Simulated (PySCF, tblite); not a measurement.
# C₅H₆SSi: geometry, infrared bands and NMR shifts

Aim: predict the infrared bands and NMR shifts of C₅H₆SSi (`CC#CC1=C[SiH2]S1`).

Programs: tblite 0.8.0 and PySCF 2.14.0, with density-fitted response routines of our own. Each step states its level of theory. These are calculated values for one molecule in the gas phase, unless marked as measured. Atoms are numbered from 0 throughout.

**1. The starting structure**

13 atoms, charge 0, multiplicity 1; geometry from: force field or distance geometry start.

Bonds of the start (Å): C0–C1 1.45, C1–C2 1.21, C2–C3 1.55, C3–C4 1.37, C4–Si5 1.85, Si5–S6 2.10, S6–C3 1.77, C0–H7 1.10, C0–H8 1.10, C0–H9 1.10, C4–H10 1.08, Si5–H11 1.48, Si5–H12 1.49.

**2. Optimising the geometry with GFN2-xTB**

The job: settings as JSON, then the geometry in Å.

```
{"job": {"kind": "relax", "xc": "GFN2-xTB", "basis": "xTB"}, "charge": 0, "multiplicity": 1}
C     -3.372500    -0.033900     0.084400
C     -1.926200    -0.040600     0.002100
C     -0.713400    -0.062100    -0.050000
C      0.830500    -0.069000    -0.148400
C      1.725500     0.286600     0.820400
Si     3.283400    -0.048000    -0.124900
S      1.814400    -0.581400    -1.525300
H     -3.799900     0.570900    -0.722800
H     -3.779600    -1.048400     0.009000
H     -3.723300     0.395900     1.038200
H      1.563300     0.661900     1.818300
H      4.036300     1.171500    -0.497900
H      4.056900    -1.203000     0.400800
```

Run with:

```sh
OMP_NUM_THREADS=1 python probes_run.py task.json out
```

This one command runs all jobs of the session in turn.

**Question.** This job is followed by: GFN2-xTB harmonic vibrations, gas phase; GIAO PBE0/pcSseg-1 NMR shielding, non-relativistic, gas phase. Predict these results of the whole session: strongest single infrared mode (GFN2-xTB); zero-point energy (GFN2-xTB); ¹³C shifts against TMS (PBE0/pcSseg-1); ¹H shifts against TMS (PBE0/pcSseg-1, means over atoms taken as alike); ²⁹Si shifts against TMS (PBE0/pcSseg-1); ³³S shifts against CS2 (PBE0/pcSseg-1).

The runs gave:

```
                                                              quantity                               value
                             strongest single infrared mode (GFN2-xTB)               2325 cm⁻¹, 386 km/mol
                                          zero-point energy (GFN2-xTB)                       53.3 kcal/mol
                                ¹³C shifts against TMS (PBE0/pcSseg-1)  158.3, 127.8, 104.5, 84.6, 6.0 ppm
¹H shifts against TMS (PBE0/pcSseg-1, means over atoms taken as alike)                5.47, 5.21, 2.29 ppm
                               ²⁹Si shifts against TMS (PBE0/pcSseg-1)                           -38.6 ppm
                                ³³S shifts against CS2 (PBE0/pcSseg-1)                              10 ppm
```

Relaxing lowered the energy by 0.577 eV in 41 steps; the close pair that moved most is C2–C3, from 1.547 to 1.394 Å. All 33 modes are real, so the xTB geometry is a minimum. The strongest single mode, at 2325 cm⁻¹, moves mainly H11 and H12. GFN2-xTB is a fitted tight-binding method: band positions and strengths are rough. Its intensities can rank the bands wrongly. The most deshielded hydrogen is H10 (hydrogen on an alkene CH), at 5.47 ppm: a vinylic proton, deshielded by the sp2 carbon and the C=C anisotropy. At PBE0/pcSseg-1: The largest span, 608 ppm, is at S6, where the paramagnetic term is -564 ppm.
